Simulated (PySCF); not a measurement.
**ZnS: from the state search to spectroscopic constants**

One table from this session's results is given with a row withheld; the runs are named, their logs left out.

Program: PySCF 2.14.0. Level of theory: Zn 6-31G(d,p), S 6-31G(d,p), no relativity. These are calculated values, not measurements.

1 further run of the same task is left out (set aside as unsound or not needed).

Set-up of the first run:

Settings of the job:

| Quantity | Value |
| --- | --- |
| atoms | Zn, S |
| charge | 0 |
| basis | Zn 6-31G(d,p), S 6-31G(d,p) |
| Hamiltonian | no relativity |
| basis functions | 52 |
| electrons treated | 46 |
| masses in u | 63.9291, 31.9721 |
| levels | PBE0, PBE, r²SCAN, BHandHLYP, PBEsol, TPSS, HF |
| grid | 80 radial by 434 angular points |
| occupations | held fixed by the projection of orbital angular momentum |
| dissociation limit | Zn + S, each in its ground configuration |
| starting distance in angstrom | 2.175 |
| values of 2S to try | 0, 2 |

Among the steps run: Set-up; First curve: PBE0; Higher solutions at PBE0; PBE; r²SCAN (meta-GGA); BHandHLYP (global hybrid GGA); PBEsol (GGA); TPSS (meta-GGA); RHF.

One of the session's tables, all rows but one given; the rest of the session is left out.

Energy (eV) from each level's lowest point:

```
R (Å)    RHF    PBE  PBEsol   TPSS  r²SCAN
1.750  1.498  1.102   0.978  1.083   1.037
1.831  0.736  0.479   0.395  0.466   0.432
1.913  0.288  0.144   0.096  0.136   0.115
1.974      ?      ?       ?      ?       ?
2.035  0.015  0.000   0.000  0.000   0.000
2.096  0.000  0.036   0.058  0.040   0.051
2.178  0.060  0.157   0.204  0.165   0.191
2.279  0.216  0.381   0.459  0.396   0.441
2.401  0.458  0.706   0.815  0.729   0.795
2.564  0.796  1.164   1.309  1.197   1.290
```

**Question.** Estimate the row for R (Å) = 1.974.

Worked estimate for «RHF». A straight line through the neighbours (1.913, 0.288) and (2.035, 0.015) gives 0.288 + (0.015 − 0.288) × (1.974 − 1.913) / (2.035 − 1.913) = 0.152; a parabola fitted to 4 rows on both sides gives 0.099.

The run gave: RHF: 0.103; PBE: 0.029; PBEsol: 0.006; TPSS: 0.025; r²SCAN: 0.014. In «RHF» the line misses by +0.049 and the parabola by -0.004.

State 2 has its PBE0 minimum 0.36 eV higher. The other levels ran on the lowest alone.
